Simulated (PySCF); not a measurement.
**C₄H₁₀BNO₂: a tour of settings**

Which settings matter for C₄H₁₀BNO₂ (`C/N=C\CCB(O)O`), and how do bad ones show?

Programs: PySCF 2.14.0, with density-fitted response routines of our own. Each step states its level of theory. These are calculated values for one molecule in the gas phase, unless marked as measured. Atoms are numbered from 0 throughout.

## Step 1: Starting geometry

18 atoms, charge 0, multiplicity 1; geometry from: GFN2-xTB.

Bonds of the start (Å): C0–N1 1.43, N1–C2 1.26, C2–C3 1.50, C3–C4 1.53, C4–B5 1.60, B5–O6 1.35, B5–O7 1.36, C0–H8 1.09, C0–H9 1.09, C0–H10 1.09, C2–H11 1.09, C3–H12 1.09, C3–H13 1.09, C4–H14 1.09, C4–H15 1.09, O6–H16 0.96, O7–H17 0.96.

## Step 2: NMR shieldings: BHandHLYP/6-31G-J

The job: settings as JSON, then the geometry in Å.

```
{"job": {"kind": "nmr", "xc": "BHandHLYP", "basis": "6-31G-J", "pop": false, "scf": {"max_cycle": 3}}, "charge": 0, "multiplicity": 1}
C      3.144324    -0.194989     0.346673
N      2.522890     0.106111    -0.908222
C      1.278177     0.166516    -1.060231
C      0.180506    -0.036229    -0.051425
C     -1.206001     0.271556    -0.621920
B     -2.399632    -0.066658     0.393924
O     -2.280118    -1.131221     1.211412
O     -3.550331     0.659042     0.465305
H      2.458490    -0.357101     1.184380
H      3.820915     0.627335     0.585092
H      3.753427    -1.089007     0.204238
H      0.952094     0.397624    -2.071117
H      0.365683     0.599979     0.818723
H      0.199779    -1.071807     0.298863
H     -1.237921     1.318632    -0.935765
H     -1.345007    -0.326972    -1.526684
H     -3.043204    -1.279575     1.771577
H     -3.622830     1.413080    -0.116479
```

Level: BHandHLYP/6-31G-J.

Run with:

```console
$ OMP_NUM_THREADS=1 python probes_run.py task.json out
```

The driver reads the jobs from task.json and runs them one after another.

Standard output:

```text
KeyError: 'Element b (Z=5) not found in basis 6-31G-J version 0'
```

Wall time 0.05 s (1 thread of Arm Neoverse N1, shared host).

Why it failed: The basis 6-31G-J has no functions for an element of the molecule, so the input was refused before any integral. Cure: choose a basis that covers all elements.

## Step 3: Shielding tensors: LDA/IGLO-II

The job, as its differences from that of step 2:

```diff
@@ -1,2 +1,2 @@
-{"job": {"kind": "nmr", "xc": "BHandHLYP", "basis": "6-31G-J", "pop": false, "scf": {"max_cycle": 3}}, "charge": 0, "multiplicity": 1}
+{"job": {"kind": "nmr", "xc": "LDA", "basis": "IGLO-II", "pop": false}, "charge": 0, "multiplicity": 1}
 C      3.144324    -0.194989     0.346673
```

Method: GIAO LDA/IGLO-II NMR shielding, non-relativistic, gas phase.

Standard output:

```text
coarse grid: 14864 points
cycle   1  E = -385.1674093407  dE =  8.631e-01  |g| = 1.164e+00  |ddm| = 3.205e+00
cycle   2  E = -384.5312607657  dE =  6.361e-01  |g| = 2.155e+00  |ddm| = 2.658e+00
cycle   3  E = -385.4124269969  dE = -8.812e-01  |g| = 2.736e-01  |ddm| = 1.923e+00
cycle   4  E = -385.4217076891  dE = -9.281e-03  |g| = 1.818e-01  |ddm| = 2.953e-01
cycle   5  E = -385.4279473694  dE = -6.240e-03  |g| = 7.965e-02  |ddm| = 1.902e-01
cycle   6  E = -385.4293088457  dE = -1.361e-03  |g| = 1.087e-02  |ddm| = 6.509e-02
cycle   7  E = -385.4293300733  dE = -2.123e-05  |g| = 4.162e-03  |ddm| = 1.007e-02
cycle   8  E = -385.4293329913  dE = -2.918e-06  |g| = 1.725e-03  |ddm| = 3.181e-03
final grid: 143168 points
cycle   9  E = -385.4421968592  dE = -1.253e-04  |g| = 1.045e-02  |ddm| = 5.120e-02
cycle  10  E = -385.4421539222  dE =  4.294e-05  |g| = 1.840e-02  |ddm| = 1.729e-02
cycle  11  E = -385.4422181269  dE = -6.420e-05  |g| = 2.281e-03  |ddm| = 1.086e-02
cycle  12  E = -385.4422190574  dE = -9.305e-07  |g| = 6.475e-04  |ddm| = 1.628e-03
cycle  13  E = -385.4422191178  dE = -6.044e-08  |g| = 3.011e-04  |ddm| = 6.118e-04
cycle  14  E = -385.4422191349  dE = -1.711e-08  |g| = 8.872e-05  |ddm| = 2.875e-04
cycle  15  E = -385.4422191363  dE = -1.386e-09  |g| = 4.053e-05  |ddm| = 7.648e-05
cycle  16  E = -385.4422191367  dE = -3.225e-10  |g| = 7.077e-06  |ddm| = 3.055e-05
converged SCF energy = -385.4422191367

GIAO shielding tensors (ppm)
atom      isotropic    diamagn.    paramagn.     s11        s22        s33       span
  0 C      140.609     248.810    -108.202    116.445    132.382    172.999     56.554
  1 N     -121.730     317.110    -438.840   -491.009   -138.905    264.725    755.734
  2 C        6.882     250.733    -243.851    -87.379     20.857     87.168    174.546
  3 C      156.429     249.148     -92.719    142.544    160.041    166.703     24.159
  4 C      166.979     247.051     -80.072    153.951    165.851    181.135     27.184
  5 B       64.876     192.776    -127.901     44.951     61.843     87.834     42.883
  6 O      209.386     385.228    -175.842     98.710    247.177    282.270    183.559
  7 O      191.990     382.836    -190.846     66.420    246.430    263.120    196.700
  8 H       27.945      32.034      -4.089     23.716     29.416     30.702      6.987
  9 H       27.955      29.406      -1.451     25.435     26.459     31.971      6.537
 10 H       27.914      29.327      -1.412     25.480     26.396     31.867      6.386
 11 H       23.822      30.820      -6.997     20.735     22.375     28.357      7.622
 12 H       29.273      33.353      -4.080     23.867     30.280     33.672      9.805
 13 H       29.186      32.808      -3.622     23.362     31.390     32.804      9.442
 14 H       30.866      33.132      -2.266     26.690     30.227     35.679      8.989
 15 H       30.399      31.477      -1.078     26.966     28.789     35.443      8.477
 16 H       27.793      28.215      -0.422     22.751     23.713     36.916     14.164
 17 H       27.674      30.985      -3.311     22.395     25.248     35.379     12.984
```

Wall time 54 s (1 thread of Arm Neoverse N1, shared host); peak memory 0.79 GiB.

The references, computed at this level on geometries of the same kind, shield at (ppm): ¹H TMS 31.64, ¹³C TMS 183.7, ¹⁵N NH3 270.8, ¹⁷O H2O 341.2. Their shielding less the atom's gives the shift. The references are single molecules in the gas phase, so shifts against H2O, NH3, PH3, H3PO4 or CFCl3 are not on the usual liquid scales and can be off by tens of ppm. Atoms listed in one row are averaged.

```tsv
atoms	environment	σ (ppm)	δ (ppm)
C2	C=N carbon	6.9	176.8
C0	methyl carbon bonded to N	140.6	43.1
C3	sp3 CH2	156.4	27.3
C4	sp3 CH2 bonded to B	167.0	16.7
H11	hydrogen on a C=N carbon	23.82	7.82
H16, H17	hydrogen on an oxygen bonded to B	27.73	3.91
H8, H9, H10	hydrogen on a methyl carbon bonded to N	27.94	3.70
H12, H13	hydrogen on an sp3 CH2	29.23	2.41
H14, H15	hydrogen on an sp3 CH2 bonded to B	30.63	1.01
N1	imine nitrogen	-121.7	392.5
B5	boron bonded to C, 2 O	64.9	–
O6, O7	oxygen bonded to B, H	200.7	140.5
```

## Step 4: Nuclear shieldings: wB97X/MINI

The job, as its differences from that of step 3:

```diff
@@ -1,2 +1,2 @@
-{"job": {"kind": "nmr", "xc": "LDA", "basis": "IGLO-II", "pop": false}, "charge": 0, "multiplicity": 1}
+{"job": {"kind": "nmr", "xc": "wB97X", "basis": "MINI", "pop": true}, "charge": 0, "multiplicity": 1}
 C      3.144324    -0.194989     0.346673
```

Method: GIAO wB97X/MINI NMR shielding, non-relativistic, gas phase.

Standard output:

```text
coarse grid: 14864 points
cycle   1  E = -385.3405162433  dE =  1.809e+00  |g| = 6.161e-01  |ddm| = 6.123e+00
cycle   2  E = -385.4259947221  dE = -8.548e-02  |g| = 4.488e-01  |ddm| = 1.531e+00
cycle   3  E = -385.4802579904  dE = -5.426e-02  |g| = 6.243e-02  |ddm| = 6.419e-01
cycle   4  E = -385.4814467226  dE = -1.189e-03  |g| = 3.168e-02  |ddm| = 1.255e-01
cycle   5  E = -385.4817527164  dE = -3.060e-04  |g| = 3.934e-03  |ddm| = 5.321e-02
cycle   6  E = -385.4817593635  dE = -6.647e-06  |g| = 1.479e-03  |ddm| = 9.667e-03
final grid: 143168 points
cycle   7  E = -385.4958725033  dE = -2.520e-05  |g| = 2.878e-03  |ddm| = 1.855e-02
cycle   8  E = -385.4958750482  dE = -2.545e-06  |g| = 1.536e-03  |ddm| = 6.948e-03
cycle   9  E = -385.4958757281  dE = -6.799e-07  |g| = 2.076e-04  |ddm| = 2.257e-03
cycle  10  E = -385.4958757439  dE = -1.583e-08  |g| = 1.389e-04  |ddm| = 5.340e-04
cycle  11  E = -385.4958757500  dE = -6.076e-09  |g| = 2.129e-05  |ddm| = 2.283e-04
cycle  12  E = -385.4958757502  dE = -1.696e-10  |g| = 7.165e-06  |ddm| = 4.241e-05
converged SCF energy = -385.4958757502

GIAO shielding tensors (ppm)
atom      isotropic    diamagn.    paramagn.     s11        s22        s33       span
  0 C      181.083     238.510     -57.427    164.503    175.807    202.940     38.438
  1 N      -95.348     305.793    -401.141   -647.242     -1.573    362.771   1010.014
  2 C      100.075     242.759    -142.684     23.583    118.586    158.056    134.472
  3 C      198.715     233.198     -34.483    181.715    205.513    208.916     27.201
  4 C      210.771     231.322     -20.551    206.057    207.797    218.459     12.401
  5 B      127.852     192.347     -64.495    122.302    129.551    131.703      9.400
  6 O      289.024     369.593     -80.569    185.461    267.981    413.628    228.167
  7 O      283.096     390.469    -107.374    115.349    326.038    407.899    292.550
  8 H       27.388      22.814       4.573     22.704     28.578     30.881      8.177
  9 H       27.082      27.147      -0.065     23.138     24.953     33.155     10.018
 10 H       27.041      27.123      -0.083     23.126     24.791     33.206     10.081
 11 H       22.220      27.143      -4.924     19.276     19.628     27.755      8.479
 12 H       28.842      24.158       4.683     21.924     30.707     33.894     11.970
 13 H       28.388      23.842       4.546     20.202     30.671     34.292     14.090
 14 H       30.062      26.971       3.091     23.720     29.675     36.789     13.069
 15 H       29.526      26.857       2.669     23.855     28.492     36.231     12.377
 16 H       26.305      26.556      -0.250     20.767     21.488     36.661     15.893
 17 H       26.358      26.203       0.155     21.840     23.119     34.116     12.276
```

Wall time 13 s (1 thread of Arm Neoverse N1, shared host).

This run: δ C2 128.6, C0 47.6, C3 30.0, C4 17.9, H11 8.64, H16 4.53 ppm (means over like atoms).

## Step 5: NMR shieldings: B97-2/cc-pVDZ-PP

The job, as its differences from that of step 4:

```diff
@@ -1,2 +1,2 @@
-{"job": {"kind": "nmr", "xc": "wB97X", "basis": "MINI", "pop": true}, "charge": 0, "multiplicity": 1}
+{"job": {"kind": "nmr", "xc": "B97-2", "basis": "cc-pVDZ-PP", "pop": false, "scf": {"diis": false, "max_cycle": 100}}, "charge": 0, "multiplicity": 1}
 C      3.144324    -0.194989     0.346673
```

Level: B97-2/cc-pVDZ-PP.

Standard output:

```text
KeyError: 'Element c (Z=6) not found in basis cc-pVDZ-PP version 0'
```

Wall time 0.03 s (1 thread of Arm Neoverse N1, shared host).

Why it failed: The basis cc-pVDZ-PP has no functions for an element of the molecule, so the input was refused before any integral. The remedy is to choose a basis that covers all elements.

## Step 6: Nuclear shieldings: HF/pcseg-1

The job, as its differences from that of step 5:

```diff
@@ -1,2 +1,2 @@
-{"job": {"kind": "nmr", "xc": "B97-2", "basis": "cc-pVDZ-PP", "pop": false, "scf": {"diis": false, "max_cycle": 100}}, "charge": 0, "multiplicity": 1}
+{"job": {"kind": "nmr", "xc": "HF", "basis": "pcseg-1", "pop": true, "scf": {"conv": 1e-11}}, "charge": 0, "multiplicity": 1}
 C      3.144324    -0.194989     0.346673
```

With the program's defaults for keys left out, this is: GIAO HF/pcseg-1 NMR shielding, non-relativistic, gas phase.

Standard output:

```text
final grid: 143168 points
cycle   1  E = -386.0070568151  dE =  1.614e+00  |g| = 7.218e-01  |ddm| = 3.907e+00
cycle   2  E = -386.1185911847  dE = -1.115e-01  |g| = 3.656e-01  |ddm| = 7.986e-01
cycle   3  E = -386.1445698270  dE = -2.598e-02  |g| = 8.501e-02  |ddm| = 3.233e-01
cycle   4  E = -386.1468793228  dE = -2.309e-03  |g| = 2.407e-02  |ddm| = 1.152e-01
cycle   5  E = -386.1470474857  dE = -1.682e-04  |g| = 7.067e-03  |ddm| = 3.896e-02
cycle   6  E = -386.1470750953  dE = -2.761e-05  |g| = 3.632e-03  |ddm| = 1.376e-02
cycle   7  E = -386.1470817550  dE = -6.660e-06  |g| = 1.202e-03  |ddm| = 8.251e-03
cycle   8  E = -386.1470828531  dE = -1.098e-06  |g| = 3.956e-04  |ddm| = 3.380e-03
cycle   9  E = -386.1470829542  dE = -1.011e-07  |g| = 7.329e-05  |ddm| = 1.064e-03
cycle  10  E = -386.1470829576  dE = -3.415e-09  |g| = 2.147e-05  |ddm| = 1.976e-04
cycle  11  E = -386.1470829578  dE = -2.393e-10  |g| = 6.292e-06  |ddm| = 5.315e-05
cycle  12  E = -386.1470829578  dE = -1.671e-11  |g| = 2.004e-06  |ddm| = 1.510e-05
cycle  13  E = -386.1470829578  dE = -1.364e-12  |g| = 7.162e-07  |ddm| = 3.745e-06
converged SCF energy = -386.1470829578

GIAO shielding tensors (ppm)
atom      isotropic    diamagn.    paramagn.     s11        s22        s33       span
  0 C      163.673     241.427     -77.754    145.005    154.963    191.052     46.047
  1 N      -97.632     330.273    -427.905   -466.606   -119.739    293.448    760.054
  2 C       29.168     252.723    -223.555    -89.980     54.402    123.082    213.062
  3 C      177.184     250.662     -73.478    168.109    176.788    186.654     18.546
  4 C      186.469     254.080     -67.611    176.541    184.113    198.752     22.211
  5 B       88.272     191.797    -103.525     68.632     92.003    104.182     35.550
  6 O      251.578     388.016    -136.437    156.719    288.751    309.265    152.546
  7 O      237.626     382.012    -144.385    137.758    283.163    291.958    154.200
  8 H       29.068      30.508      -1.441     24.558     31.022     31.623      7.066
  9 H       28.726      28.735      -0.009     25.620     26.776     33.783      8.163
 10 H       28.699      28.673       0.026     25.661     26.685     33.752      8.092
 11 H       25.113      31.977      -6.864     21.768     24.146     29.426      7.658
 12 H       30.484      34.393      -3.909     24.844     31.375     35.232     10.388
 13 H       30.163      33.715      -3.552     23.960     32.155     34.373     10.412
 14 H       31.869      34.708      -2.839     27.088     30.922     37.597     10.509
 15 H       31.444      32.939      -1.496     27.558     29.526     37.247      9.689
 16 H       28.324      28.605      -0.281     21.287     23.575     40.110     18.824
 17 H       28.388      30.996      -2.608     21.592     25.057     38.515     16.923
```

Run time: 17 s. Hardware: 1 thread of Arm Neoverse N1, shared host; peak memory 0.76 GiB.

In short: δ C2 173.8, C0 39.3, C3 25.8, C4 16.5, H11 7.24, H16 4.00 ppm (means over like atoms).

## Step 7: Comparing the runs: NMR shifts

Shifts (ppm) of some atoms, chosen among heavy atoms and hydrogens apart, means over like atoms, with basis size and wall time:

```tsv
run	C2	C0	C3	H11	H16	N1	O6	functions	time
LDA/IGLO-II	176.8	43.1	27.3	7.82	3.91	392.5	140.5	236	54 s
wB97X/MINI	128.6	47.6	30.0	8.64	4.53	397.8	92.0	50	13 s
HF/pcseg-1	173.8	39.3	25.8	7.24	4.00	368.9	94.0	162	17 s
```

## Step 8: Summary of results

| quantity | value |
| --- | --- |
| ¹³C shifts against TMS (LDA/IGLO-II) | 176.8, 43.1, 27.3, 16.7 ppm |
| ¹H shifts against TMS (LDA/IGLO-II, means over atoms taken as alike) | 7.82, 3.91, 3.70, 2.41, 1.01 ppm |
| ¹⁵N shifts against NH3 (LDA/IGLO-II) | 392.5 ppm |
| ¹⁷O shifts against H2O (LDA/IGLO-II, means over atoms taken as alike) | 140.5 ppm |
| shieldings of B (LDA/IGLO-II) | B5 64.9 ppm |
| range of the shift of O6 | 92.0 to 140.5 ppm |
| property runs in this session | 5, of which 2 failed and 1 gave unsound results |

What this shows: Single values in the summary come from the first run of each kind that ended normally (LDA/IGLO-II), which need not be the best level. At LDA/IGLO-II: The largest span, 756 ppm, is at N1, where the paramagnetic term is -439 ppm. Among the atoms with a shift in every run: Across the 3 runs the shift of O6 (with its like atoms) moves most, between 92.0 (wB97X/MINI) and 140.5 ppm (LDA/IGLO-II). A minimal basis is unusable for shieldings, so that end is no result.
